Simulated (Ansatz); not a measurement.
# 2 structures of NaSe: a ranking of polymorphs by energy

With Ansatz 0.2.0, Python API.

Contents of `nase_p6_3_mmc.extxyz`:
```text
8
Lattice="4.64852987 0.0 0.0 -2.32426493 4.02574496 0.0 0.0 0.0 10.76144936" Properties=species:S:1:pos:R:3 pbc="T T T"
Na    0.00000000    0.00000000    0.00000000
Na    0.00000000    0.00000000    5.38072468
Na   -0.00000002    2.68382998    2.69036234
Na    2.32426496    1.34191497    8.07108702
Se   -0.00000002    2.68382998    6.84818013
Se    2.32426496    1.34191497    1.46745545
Se    2.32426496    1.34191497    3.91326923
Se   -0.00000002    2.68382998    9.29399391
```

The script reads `nase_fm_3m.cif`:
```cif
data_NaSe
_cell_length_a 4.233110
_cell_length_b 4.233110
_cell_length_c 4.233110
_cell_angle_alpha 60.00000
_cell_angle_beta 60.00000
_cell_angle_gamma 60.00000
_symmetry_space_group_name_H-M 'P 1'
_symmetry_Int_Tables_number 1
loop_
_symmetry_equiv_pos_as_xyz
'x, y, z'
loop_
_atom_site_label
_atom_site_type_symbol
_atom_site_fract_x
_atom_site_fract_y
_atom_site_fract_z
Na1 Na    0.000000    0.000000    0.000000
Se2 Se    0.500000    0.500000    0.500000
```

Run as a notebook:

In [1]:
```python
from dataclasses import dataclass

import ansatz as az
from ase.io import read
import numpy as np
import pandas as pd
```

In [2]:
```python
@dataclass(frozen=True)
class Settings:
    cutoff_ev: int = 470
    k_spacing: float = 0.3
    filling: str = "cold"
    smearing_width: float = 0.02
```

In [3]:
```python
settings = Settings()
```

In [4]:
```python
def compute(name, crystal):
    calc = (
        crystal.calculation()
        .basis(settings.cutoff_ev)
        .functional(az.Functional.PBESOL)
        .kpoints(spacing=settings.k_spacing)
        .occupations(settings.filling, width=settings.smearing_width)
        .stress()
        .band_table()
    )
    calc = calc.relax(force_tolerance=0.02, max_steps=60, cell=True)
    return calc.run(threads=1, backend="cpu")
```

In [5]:
```python
def gap_ev(outcome):
    # nan where the run reports no band edges: a metal, overlapping bands, or a gap that is small against the smearing
    edges = outcome.report.get("band_edges_ev")
    return edges[1] - edges[0] if edges else float("nan")
```

In [6]:
```python
def pressure_gpa(outcome):
    return float(np.trace(outcome.report["stress_gpa"]) / 3)

phases = {}
p6_3_mmc = az.Crystal.from_extxyz("nase_p6_3_mmc.extxyz")
phases["P6_3/mmc"] = p6_3_mmc
atoms = read("nase_fm_3m.cif")
fm_3m = az.Crystal.from_ase(atoms)
phases["Fm-3m"] = fm_3m

done = {}
for name, crystal in phases.items():
    try:
        done[name] = compute(name, crystal)
    except az.NonConvergedError as error:
        print(name, "did not converge:", str(error)[:120])
```

In [7]:
```python
energy = {name: o.report["energy_sigma0_ev"] / len(o.lattice.sites) for name, o in done.items()}
lowest = min(energy.values())
rows = [(name, len(o.lattice.sites), 1000 * (energy[name] - lowest), gap_ev(o), pressure_gpa(o)) for name, o in done.items()]
rows.sort(key=lambda row: row[2])
print(pd.DataFrame(rows, columns=["phase", "atoms", "dE (meV/atom)", "gap (eV)", "P (GPa)"]).round(4).to_string(index=False))
print("lowest in energy:", rows[0][0])
```
```text
   phase  atoms  dE (meV/atom)  gap (eV)  P (GPa)
P6_3/mmc      8         0.0000    0.4493   0.0021
   Fm-3m      2       447.5604       NaN  -0.0136
lowest in energy: P6_3/mmc
```

By space group at the end of each run: P6_3/mmc (+0 meV an atom, 24.8 Å³) and Fm-3m (+448 meV an atom, 24.7 Å³).

Caveats:
- For the metals among these phases the mesh is modest: differences between phases can be off by up to 40 meV an atom.
- Pressure is positive in compression.
- The cells come from databases of deposited and of computed structures, and not all need be stable phases.
- Levels are Kohn-Sham eigenvalues on this mesh, without spin-orbit coupling.
- The ranking holds among these structures alone, at zero temperature; the ground state may be another structure. Differences under about 40 meV an atom lie within the error of mesh and functional.
- It ran for 83 s on 1 thread of Arm Neoverse N1, with other jobs on the host, peak memory 0.69 GiB.
